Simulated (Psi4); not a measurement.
**One shape, several levels: CHClGaNO (SMILES O=C=[N][GaH][Cl])**

Wanted: a comparison of 3 runs (HF/STO-3G, TPSSh/6-31G*, wB97X-V/6-31G*) of CHClGaNO. 

The calculation is run with Psi4 1.11.

## (1) The structure to begin with

CHClGaNO has 6 atoms, charge 0, and is taken as a singlet. As SMILES, `O=C=[N][GaH][Cl]`. The O1–C2 distance was set to 2.094 Å, away from the relaxed value. At this shape a bond of the SMILES string is far longer than usual.

Bond lengths: C2–N3 1.203 Å, N3–Ga4 1.824 Å, Ga4–Cl5 2.132 Å, Ga4–H6 1.540 Å. Angles: C2–N3–Ga4 142.4°, N3–Ga4–Cl5 115.2°, N3–Ga4–H6 121.8°, Cl5–Ga4–H6 123.0°. A long bond or contact: O1–C2 2.094 Å.

## (2) Energy and forces at HF/STO-3G (run 1)

Contents of job.py:

```python
import psi4

psi4.set_memory('2200 MB')
psi4.set_num_threads(1)
psi4.set_output_file('psi4.out', False)

m = psi4.geometry("""
O     -0.706920    -3.539041    -0.879972
C     -0.691800    -1.486000    -0.467600
N     -0.756800    -0.304700    -0.247900
Ga     0.248500     1.124400     0.275700
Cl     2.297400     0.694600     0.677800
H     -0.354900     2.534400     0.412700
symmetry c1
""")

options = {'puream': True, 'e_convergence': 1e-09, 'd_convergence': 1e-08, 'scf_type': 'pk'}
psi4.set_options(options)

E, wfn = psi4.gradient("scf/STO-3G", return_wfn=True)
psi4.oeprop(wfn, "MAYER_INDICES", "MULLIKEN_CHARGES", "DIPOLE")
print('gradient / Eh bohr^-1')
print(E.np.round(6))
print(f'energy = {wfn.energy():.10f} Eh')
```

Run with:

```
$ python job.py
```

psi4.out:

```text
[...]
  Running in c1 symmetry.
[...]
  Nuclear repulsion =  356.605662977807810
[...]
  Multiplicity = 1
[...]
  Nalpha       = 35
  Nbeta        = 35
[...]
    Number of basis functions: 43
[...]
   @RHF iter   1: -2519.64829304356499   -3.53996e+00   2.63393e-02 ADIIS/DIIS
[...]
   @RHF iter  19: -2520.92237104844935   -5.91172e-12   8.98946e-09 DIIS
[...]
  @RHF Final Energy: -2520.92237104844935
   => Energetics <=
    Nuclear Repulsion Energy =            356.6056629778078104
    One-Electron Energy =               -4236.9770132839694270
    Two-Electron Energy =                1359.4489792577126082
    Total Energy =                      -2520.9223710484493495
[...]
  -Total Gradient:
     Atom            X                  Y                   Z
    ------   -----------------  -----------------  -----------------
       1       -0.000113498201    -0.027648090896    -0.005532053213
       2        0.011424242613    -0.018151826764    -0.000894413782
       3       -0.060187249068    -0.006903108488    -0.015690559549
       4        0.040234819135     0.009443346132     0.011449884012
       5        0.030708154624    -0.004491038853     0.006415031698
       6       -0.022066469135     0.047750718845     0.004252110839
[...]
 Multipole Moments:
 ------------------------------------------------------------------------------------
     Multipole            Electronic (a.u.)      Nuclear  (a.u.)        Total (a.u.)
 ------------------------------------------------------------------------------------
 L = 1.  Multiply by 2.5417464519 to convert [e a0] to [Debye]
 Dipole X            :          0.6569603           -1.0938882           -0.4369280
 Dipole Y            :          5.9781428           -4.4959339            1.4822089
 Dipole Z            :          1.3461920           -1.1551948            0.1909972
 Magnitude           :                                                    1.5570257
[...]
  Mulliken Charges: (a.u.)
   Center  Symbol    Alpha    Beta     Spin     Total
       1     O     4.04415  4.04415  0.00000 -0.08830
       2     C     2.93009  2.93009  0.00000  0.13981
       3     N     3.73629  3.73629  0.00000 -0.47257
       4    GA    15.07847 15.07847  0.00000  0.84306
       5    CL     8.67452  8.67452  0.00000 -0.34904
       6     H     0.53648  0.53648  0.00000 -0.07296
   Total alpha = 35.00000, Total beta = 35.00000, Total charge =  0.00000
  Mayer Bond Indices:
[...]
```

On the terminal:

```text
gradient / Eh bohr^-1
[[-0.000113 -0.027648 -0.005532]
 [ 0.011424 -0.018152 -0.000894]
 [-0.060187 -0.006903 -0.015691]
 [ 0.040235  0.009443  0.01145 ]
 [ 0.030708 -0.004491  0.006415]
 [-0.022066  0.047751  0.004252]]
energy = -2520.9223710484 Eh
```

It took 2.7 s on 1 thread of Intel Xeon Platinum 8559C (Emerald Rapids), shared host; peak memory 0.2 GiB.

## (3) The energy at TPSSh/6-31G(d) (spherical functions) (run 2)

Contents of chclgano.xyz:

```xyz
6
CHClGaNO
O     -0.706920    -3.539041    -0.879972
C     -0.691800    -1.486000    -0.467600
N     -0.756800    -0.304700    -0.247900
Ga     0.248500     1.124400     0.275700
Cl     2.297400     0.694600     0.677800
H     -0.354900     2.534400     0.412700
```

Contents of chclgano.py:

```python
import psi4

psi4.set_memory(2200000000)
psi4.set_num_threads(1)
psi4.core.set_output_file('output.dat', False)

with open('chclgano.xyz') as f:
    atoms = ''.join(f.readlines()[2:])
mol = psi4.geometry('0 1\n' + atoms + 'symmetry c1')

psi4.set_options({
    'puream': True,
    'e_convergence': 1e-09,
    'd_convergence': 1e-08,
    'scf_type': 'pk',
    'dft_radial_points': 99,
    'dft_spherical_points': 590,
})

E, wfn = psi4.energy('tpssh/6-31G*', return_wfn=True)
print(f'tpssh/6-31G* energy: {E:.10f} Eh')
```

Run with:

```
$ python chclgano.py
```

output.dat:

```text
[...]
  Running in c1 symmetry.
[...]
  Nuclear repulsion =  356.605662977807810
[...]
  Multiplicity = 1
[...]
  Nalpha       = 35
  Nbeta        = 35
[...]
    Number of basis functions: 94
[...]
   @RKS iter   1: -2551.05150340289265   -1.61422e+00   3.29295e-02 DIIS/ADIIS
[...]
   @RKS iter  24: -2553.25739764780383   -9.09495e-12   5.82126e-09 DIIS
[...]
    Orbital Energies [Eh]
    ---------------------
    Doubly Occupied:
       1A   -372.387773     2A   -101.393289     3A    -45.853866
       4A    -40.583065     5A    -40.579001     6A    -40.578382
       7A    -19.097253     8A    -14.343462     9A    -10.267884
      10A     -9.399310    11A     -7.145926    12A     -7.140211
      13A     -7.138878    14A     -5.553717    15A     -3.836693
      16A     -3.828795    17A     -3.826206    18A     -0.959789
      19A     -0.888585    20A     -0.878523    21A     -0.876307
      22A     -0.875885    23A     -0.874967    24A     -0.817836
      25A     -0.807826    26A     -0.587637    27A     -0.451595
      28A     -0.413251    29A     -0.401270    30A     -0.382598
      31A     -0.366058    32A     -0.345180    33A     -0.333087
      34A     -0.228330    35A     -0.228296
[...]
  @RKS Final Energy: -2553.25739764780383
   => Energetics <=
    Nuclear Repulsion Energy =            356.6056629778078104
    One-Electron Energy =               -4256.1334387411015996
    Two-Electron Energy =                1458.4838518129483873
    DFT Exchange-Correlation Energy =    -112.2134736974583404
    Empirical Dispersion Energy =           0.0000000000000000
    VV10 Nonlocal Energy =                  0.0000000000000000
    Total Energy =                      -2553.2573976478042823
[...]
 Multipole Moments:
 ------------------------------------------------------------------------------------
     Multipole            Electronic (a.u.)      Nuclear  (a.u.)        Total (a.u.)
 ------------------------------------------------------------------------------------
 L = 1.  Multiply by 2.5417464519 to convert [e a0] to [Debye]
 Dipole X            :          1.0487849           -1.0938882           -0.0451033
 Dipole Y            :          6.7230009           -4.4959339            2.2270670
 Dipole Z            :          1.5877401           -1.1551948            0.4325453
 Magnitude           :                                                    2.2691314
[...]
```

The script printed:

```text
tpssh/6-31G* energy: -2553.2573976478 Eh
```

It took 45 s on 1 thread of Intel Xeon Platinum 8559C (Emerald Rapids), shared host; peak memory 1.1 GiB.

## (4) A single-point energy at wB97X-V/6-31G(d) (spherical functions) (run 3)

Contents of chclgano.py:

```python
import psi4

psi4.set_memory(2200000000)
psi4.set_num_threads(1)
psi4.core.set_output_file('psi4.out', False)

m = psi4.geometry("""
0 1
O     -0.706920    -3.539041    -0.879972
C     -0.691800    -1.486000    -0.467600
N     -0.756800    -0.304700    -0.247900
Ga     0.248500     1.124400     0.275700
Cl     2.297400     0.694600     0.677800
H     -0.354900     2.534400     0.412700
symmetry c1
""")

psi4.set_options({
    'basis': '6-31G*',
    'puream': True,
    'e_convergence': 1e-09,
    'd_convergence': 1e-08,
    'scf_type': 'pk',
    'dft_radial_points': 99,
    'dft_spherical_points': 590,
})

e = psi4.energy('WB97X-V', molecule=m)
print('E =', round(e, 9))
```

Run with:

```
$ python chclgano.py
```

psi4.out:

```text
[...]
  Running in c1 symmetry.
[...]
  Nuclear repulsion =  356.605662977807810
[...]
  Multiplicity = 1
[...]
  Nalpha       = 35
  Nbeta        = 35
[...]
    Number of basis functions: 94
[...]
   @RKS iter   1: -2550.78683785141948   -2.40220e+00   3.21499e-02 DIIS/ADIIS
[...]
   @RKS iter  19: -2552.95809642831591   -4.09273e-12   5.27900e-09 DIIS
[...]
    Orbital Energies [Eh]
    ---------------------
    Doubly Occupied:
       1A   -372.489108     2A   -101.533528     3A    -46.082189
       4A    -40.830891     5A    -40.826843     6A    -40.826337
       7A    -19.258794     8A    -14.499802     9A    -10.424929
      10A     -9.577260    11A     -7.330592    12A     -7.325012
      13A     -7.323808    14A     -5.725370    15A     -4.014025
      16A     -4.005597    17A     -4.003093    18A     -1.112207
      19A     -1.054503    20A     -1.046063    21A     -1.043394
      22A     -1.043343    23A     -1.040516    24A     -0.967137
      25A     -0.957500    26A     -0.720298    27A     -0.571999
      28A     -0.534749    29A     -0.522112    30A     -0.494350
      31A     -0.477939    32A     -0.460806    33A     -0.447994
      34A     -0.363004    35A     -0.362988
[...]
  @RKS Final Energy: -2552.95809642831591
   => Energetics <=
    Nuclear Repulsion Energy =            356.6056629778078104
    One-Electron Energy =               -4256.1784235458262629
    Two-Electron Energy =                1441.0292168409939677
    DFT Exchange-Correlation Energy =     -94.7046651087345168
    Empirical Dispersion Energy =           0.0000000000000000
    VV10 Nonlocal Energy =                  0.2901124074426658
    Total Energy =                      -2552.9580964283159119
[...]
 Multipole Moments:
 ------------------------------------------------------------------------------------
     Multipole            Electronic (a.u.)      Nuclear  (a.u.)        Total (a.u.)
 ------------------------------------------------------------------------------------
 L = 1.  Multiply by 2.5417464519 to convert [e a0] to [Debye]
 Dipole X            :          0.9893995           -1.0938882           -0.1044887
 Dipole Y            :          6.7165594           -4.4959339            2.2206255
 Dipole Z            :          1.5723186           -1.1551948            0.4171238
 Magnitude           :                                                    2.2618770
[...]
```

Standard output:

```text
E = -2552.958096428
```

Run time: 98 s. Hardware: 1 thread of Intel Xeon Platinum 8559C (Emerald Rapids), shared host; peak memory 1.1 GiB.

## (5) All runs side by side

| run | level | task | properties | energy (Eh) | dipole moment (D) | HOMO energy (eV) | LUMO energy (eV) | wall time |
| --- | --- | --- | --- | --- | --- | --- | --- | --- |
| 1 | HF/STO-3G | gradient | (mayer, mulliken, dipole) | -2520.922371 | 3.96 | -8.79 | 3.14 | 2.7 s |
| 2 | TPSSh/6-31G* (spherical functions) | energy | – | -2553.257398 | 5.77 | -6.21 | -4.02 | 45 s |
| 3 | wB97X-V/6-31G* (spherical functions) | energy | – | -2552.958096 | 5.75 | -9.88 | -0.75 | 98 s |

## (6) Outcome

```
            quantity           value
 run 3: total energy  -2552.95810 Eh
run 3: dipole moment          5.75 D
  run 3: HOMO energy        -9.88 eV
  run 3: LUMO energy        -0.75 eV
run 3: HOMO–LUMO gap         9.12 eV
```

In words: The dipole moment (its size) runs from 3.96 D (HF/STO-3G) to 5.77 D (TPSSh/6-31G*). The two ends differ in method and basis. The HOMO–LUMO gap runs from 2.19 eV (TPSSh/6-31G*) to 11.93 eV (HF/STO-3G). Totals of different functionals can't be ranked against each other. In run 1 the basis is minimal, so the values are rough. In all runs a closed-shell determinant meets a far-stretched bond; if it breaks into open shells, such a determinant describes it badly, and no broken-symmetry solution was shown. All runs together took 2.4 min, the longest 98 s.
